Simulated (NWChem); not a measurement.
# A workflow on the pair CH3FO···SiNH2F

We compute the energy (singlet CH5F2NOSi, r2SCAN/3-21G), then a single-point energy (singlet CH3FO, r2SCAN/3-21G), then the energy (singlet SiNH2F, r2SCAN/3-21G), then a single-point energy (singlet CH3FO, r2SCAN/3-21G), then a single-point energy (singlet SiNH2F, r2SCAN/3-21G) of CH5F2NOSi and its partners. 

The results are computed with NWChem 7.3.0.

## (1) The molecule

CH5F2NOSi: 11 atoms, total charge 0, spin state singlet. The two molecules were placed rigidly side by side, at 0.9 times their contact distance; the pair isn't optimised.

Bond lengths: O1–C2 1.370 Å, C2–F3 1.381 Å, N7–Si8 1.702 Å, Si8–F9 1.622 Å, O1–H4 0.962 Å, C2–H5 1.096 Å, C2–H6 1.091 Å, N7–H10 1.010 Å, N7–H11 1.008 Å. Some angles: O1–C2–F3 111.1°, N7–Si8–F9 98.5°, O1–C2–H5 112.9°, O1–C2–H6 107.4°, F3–C2–H5 106.3°, F3–C2–H6 107.8°, C2–O1–H4 109.3°, Si8–N7–H10 125.0°, Si8–N7–H11 122.2°, H5–C2–H6 111.3°.

## (2) A single-point energy at r2SCAN/3-21G (run 1)

The input, test.nw:

```
start test
title "CH5F2NOSi"
memory total 2200 mb
charge 0

geometry noautosym nocenter noautoz
O    -0.801050   -0.686530   -0.239730
C     0.243150    0.059670    0.238470
F    -0.101150    1.393870    0.331470
H    -0.935750   -0.484430   -1.170330
H     1.129750    0.015570   -0.404830
H     0.465050   -0.298130    1.244970
N     3.323730   -1.624730   -0.727410
Si    4.599010   -0.961090   -1.638570
F     3.750030   -0.506250   -2.943810
H     2.358660   -1.664620   -1.023860
H     3.468950   -2.026040    0.185990
end

basis spherical bse
* library 3-21G
end

dft
xc r2scan
grid fine
convergence energy 1e-08
iterations 100
mulliken
print low
end

task dft
```

Launch:

```bash
$ nwchem test.nw > test.out
```

Log:

```text
[...]
 d= 0,ls=0.0,diis     1   -656.3513364171 -9.29D+02  2.71D-02  1.41D+00     0.7
[...]
 d= 0,ls=0.0,diis    11   -656.5068205645 -8.05D-10  3.68D-07  1.31D-09     5.6
         Total DFT energy =     -656.506820564512
      One electron energy =    -1450.245301765210
           Coulomb energy =      585.731823201170
    Exchange-Corr. energy =      -64.360042811132
 Nuclear repulsion energy =      272.366700810661
[...]
      Total Density - Mulliken Population Analysis
     ---------------------------------------------
    Atom       Charge   Shell Charges
 -----------   ------   -------------------------------------------------------
    1 O    8     8.59   1.98  0.43  2.14  1.50  2.55
    2 C    6     5.85   1.98  0.41  1.57  0.85  1.04
    3 F    9     9.32   1.98  0.45  2.47  1.55  2.86
    4 H    1     0.62   0.44  0.19
    5 H    1     0.83   0.50  0.34
    6 H    1     0.79   0.49  0.29
    7 N    7     7.98   1.99  0.38  1.85  1.32  2.45
    8 Si  14    13.27   2.00  1.97  5.85  0.79  1.15  0.97  0.55
    9 F    9     9.42   1.98  0.45  2.48  1.54  2.97
   10 H    1     0.66   0.44  0.22
[...]
```

It took 6.3 s on 1 thread of AMD EPYC 9R45 (Zen 5), shared host; peak memory 0.12 GiB.

## (3) CH3FO: the energy at r2SCAN/3-21G (run 2)

The input, a.nw:

```
start a
title "CH3FO"
memory total 2200 mb
geometry units atomic noautosym nocenter noautoz
 O  -1.51376511 -1.29735368 -0.45302404
 C   0.45948691  0.11275996  0.45064299
 F  -0.19114580  2.63403255  0.62638752
 H  -1.76831122 -0.91544003 -2.21160318
 H   2.13491809  0.02942304 -0.76501783
 H   0.87881713 -0.56338405  2.35265233
end
basis spherical bse
 * library 3-21G
end
dft
 xc r2scan
 grid fine
 convergence energy 1e-08
 iterations 100
 mulliken
 print low
end
task dft energy
```

Launch:

```bash
$ nwchem a.nw > a.out
```

Log:

```text
[...]
 d= 0,ls=0.0,diis     1   -213.5765515179 -2.93D+02  3.71D-02  8.04D-01     0.2
[...]
 d= 0,ls=0.0,diis     8   -213.6646131608 -6.16D-10  6.57D-06  1.17D-07     1.1
         Total DFT energy =     -213.664613160846
      One electron energy =     -452.275251344213
           Coulomb energy =      184.638972398183
    Exchange-Corr. energy =      -25.468659430850
 Nuclear repulsion energy =       79.440325216034
[...]
      Total Density - Mulliken Population Analysis
     ---------------------------------------------
    Atom       Charge   Shell Charges
 -----------   ------   -------------------------------------------------------
    1 O    8     8.59   1.98  0.43  2.14  1.50  2.55
    2 C    6     5.84   1.98  0.41  1.57  0.84  1.04
    3 F    9     9.32   1.98  0.45  2.47  1.55  2.86
    4 H    1     0.63   0.44  0.19
    5 H    1     0.83   0.50  0.33
    6 H    1     0.79   0.49  0.29
[...]
```

Wall time 1.6 s (1 thread of AMD EPYC 9R45 (Zen 5), shared host); peak memory 0.11 GiB.

## (4) SiNH2F: the energy at r2SCAN/3-21G (run 3)

The input, test.nw:

```
START test
memory total 2200 mb

GEOMETRY units bohr noautosym nocenter noautoz
   N   6.28093941 -3.07029473 -1.37460568
   Si  8.69086934 -1.81619688 -3.09644854
   F   7.08652966 -0.95667385 -5.56299466
   H   4.45722142 -3.14567590 -1.93481499
   H   6.55536544 -3.82866072  0.35147016
END

BASIS spherical bse
   * library 3-21G
END

DFT
   xc r2scan
   grid fine
   convergence energy 1e-08
   maxiter 100
   mulliken
   print low
END

TASK dft energy
```

Launch:

```bash
$ nwchem test.nw > test.out
```

Log:

```text
[...]
 d= 0,ls=0.0,diis     1   -442.7733250843 -5.45D+02  3.83D-02  6.11D-01     0.2
[...]
 d= 0,ls=0.0,diis     8   -442.8409558891  5.84D-09  5.84D-06  9.57D-08     1.1
         Total DFT energy =     -442.840955889061
      One electron energy =     -816.140127640920
           Coulomb energy =      310.414870067412
    Exchange-Corr. energy =      -38.892197933843
 Nuclear repulsion energy =      101.776499618290
[...]
      Total Density - Mulliken Population Analysis
     ---------------------------------------------
    Atom       Charge   Shell Charges
 -----------   ------   -------------------------------------------------------
    1 N    7     7.97   1.99  0.38  1.85  1.32  2.44
    2 Si  14    13.29   2.00  1.97  5.85  0.78  1.15  0.98  0.56
    3 F    9     9.42   1.98  0.45  2.48  1.54  2.97
    4 H    1     0.67   0.44  0.23
    5 H    1     0.66   0.44  0.22
[...]
```

Wall time 1.6 s (1 thread of AMD EPYC 9R45 (Zen 5), shared host); peak memory 0.11 GiB.

## (5) CH3FO among ghost functions: the energy at r2SCAN/3-21G (with ghost functions) (run 4)

The input, calc.nw:

```
start calc
memory 2200 mb

geometry units angstrom noautosym nocenter noautoz
   O    -0.801050   -0.686530   -0.239730
   C     0.243150    0.059670    0.238470
   F    -0.101150    1.393870    0.331470
   H    -0.935750   -0.484430   -1.170330
   H     1.129750    0.015570   -0.404830
   H     0.465050   -0.298130    1.244970
   bqN      3.323730    -1.624730    -0.727410
   bqSi     4.599010    -0.961090    -1.638570
   bqF      3.750030    -0.506250    -2.943810
   bqH      2.358660    -1.664620    -1.023860
   bqH      3.468950    -2.026040     0.185990
end

basis spherical bse
   O library 3-21G
   C library 3-21G
   F library 3-21G
   H library 3-21G
   bqN library N 3-21G
   bqSi library Si 3-21G
   bqF library F 3-21G
   bqH library H 3-21G
end

dft
   xc r2scan
   mult 1
   grid fine
   convergence energy 1e-08
   iterations 100
   mulliken
   print low
end

task dft energy
```

Launch:

```bash
$ nwchem calc.nw > calc.out
```

Log:

```text
[...]
 d= 0,ls=0.0,diis     1   -213.5769564522 -2.93D+02  1.81D-02  8.05D-01     0.6
[...]
 d= 0,ls=0.0,diis     8   -213.6651407304 -5.85D-10  3.20D-06  1.19D-07     3.8
         Total DFT energy =     -213.665140730364
      One electron energy =     -452.263403160035
           Coulomb energy =      184.625283653550
    Exchange-Corr. energy =      -25.467352150738
 Nuclear repulsion energy =       79.440330926860
[...]
      Total Density - Mulliken Population Analysis
     ---------------------------------------------
    Atom       Charge   Shell Charges
 -----------   ------   -------------------------------------------------------
    1 O    8     8.59   1.98  0.43  2.14  1.50  2.55
    2 C    6     5.85   1.98  0.41  1.57  0.84  1.04
    3 F    9     9.32   1.98  0.45  2.47  1.55  2.86
    4 H    1     0.63   0.44  0.19
    5 H    1     0.82   0.50  0.32
    6 H    1     0.79   0.49  0.29
    7 X    0     0.00  -0.00  0.00 -0.00 -0.00  0.00
    8 X    0     0.00  -0.00 -0.00 -0.00 -0.00 -0.00  0.00  0.00
    9 X    0    -0.00   0.00  0.00 -0.00 -0.00 -0.00
   10 X    0     0.00  -0.00  0.00
[...]
```

Wall time 4.5 s (1 thread of AMD EPYC 9R45 (Zen 5), shared host); peak memory 0.12 GiB.

## (6) SiNH2F among ghost functions: the energy at r2SCAN/3-21G (with ghost functions) (run 5)

The input, fh2nsi.nw:

```
START fh2nsi
memory 2200 mb
charge 0

GEOMETRY noautosym nocenter noautoz
  N     3.323730   -1.624730   -0.727410
  Si    4.599010   -0.961090   -1.638570
  F     3.750030   -0.506250   -2.943810
  H     2.358660   -1.664620   -1.023860
  H     3.468950   -2.026040    0.185990
  bqO     -0.801050    -0.686530    -0.239730
  bqC      0.243150     0.059670     0.238470
  bqF     -0.101150     1.393870     0.331470
  bqH     -0.935750    -0.484430    -1.170330
  bqH      1.129750     0.015570    -0.404830
  bqH      0.465050    -0.298130     1.244970
END

BASIS "ao basis" spherical bse
  N library 3-21G
  Si library 3-21G
  F library 3-21G
  H library 3-21G
  bqO library O 3-21G
  bqC library C 3-21G
  bqF library F 3-21G
  bqH library H 3-21G
END

DFT
  xc r2scan
  grid fine
  convergence energy 1e-08
  maxiter 100
  mulliken
  print low
END

TASK dft energy
```

Launch:

```bash
$ nwchem fh2nsi.nw > fh2nsi.out
```

Log:

```text
[...]
 d= 0,ls=0.0,diis     1   -442.7751221760 -5.45D+02  1.98D-02  6.09D-01     0.7
[...]
 d= 0,ls=0.0,diis    10   -442.8425585756 -4.31D-10  1.55D-07  2.18D-10     4.9
         Total DFT energy =     -442.842558575567
      One electron energy =     -816.107616511831
           Coulomb energy =      310.377492758644
    Exchange-Corr. energy =      -38.888941669388
 Nuclear repulsion energy =      101.776506847007
[...]
      Total Density - Mulliken Population Analysis
     ---------------------------------------------
    Atom       Charge   Shell Charges
 -----------   ------   -------------------------------------------------------
    1 N    7     7.98   1.99  0.38  1.85  1.32  2.45
    2 Si  14    13.28   2.00  1.97  5.85  0.78  1.15  0.97  0.55
    3 F    9     9.42   1.98  0.45  2.48  1.54  2.97
    4 H    1     0.66   0.44  0.22
    5 H    1     0.66   0.44  0.22
    6 X    0     0.00  -0.00 -0.00 -0.00  0.00  0.00
    7 X    0    -0.00   0.00  0.00 -0.00 -0.00 -0.00
    8 X    0     0.00  -0.00 -0.00 -0.00  0.00  0.00
    9 X    0     0.00  -0.00  0.00
   10 X    0     0.01  -0.00  0.01
[...]
```

Wall time 5.4 s (1 thread of AMD EPYC 9R45 (Zen 5), shared host); peak memory 0.12 GiB.

## (7) Outcome

```
                                                                                                                   quantity          value
                                                                                          run 1, r2SCAN/3-21G: total energy  -656.50682 Eh
                                                                                                        CH3FO: total energy  -213.66461 Eh
                                                                                                       SiNH2F: total energy  -442.84096 Eh
                                                                                  CH3FO among ghost functions: total energy  -213.66514 Eh
                                                                                 SiNH2F among ghost functions: total energy  -442.84256 Eh
              interaction energy of the rigid parts CH3FO and SiNH2F (parts in their own basis; closest atoms 2.17 Å apart)      -0.034 eV
interaction energy of the rigid parts CH3FO and SiNH2F (parts in the whole basis, counterpoise; closest atoms 2.17 Å apart)       0.024 eV
```

What this shows: The interaction energy of the rigid parts CH3FO and SiNH2F (parts in their own basis; closest atoms 2.17 Å apart) is −0.03 eV (−0.8 kcal/mol). Without counterpoise this holds the superposition error of the basis. The interaction energy of the rigid parts CH3FO and SiNH2F (parts in the whole basis, counterpoise; closest atoms 2.17 Å apart) is 0.02 eV (0.6 kcal/mol): the parts repel at this shape. The basis-set superposition error is 5.6 kJ/mol. It is larger than the uncorrected attraction, which is thus an artefact of the basis.
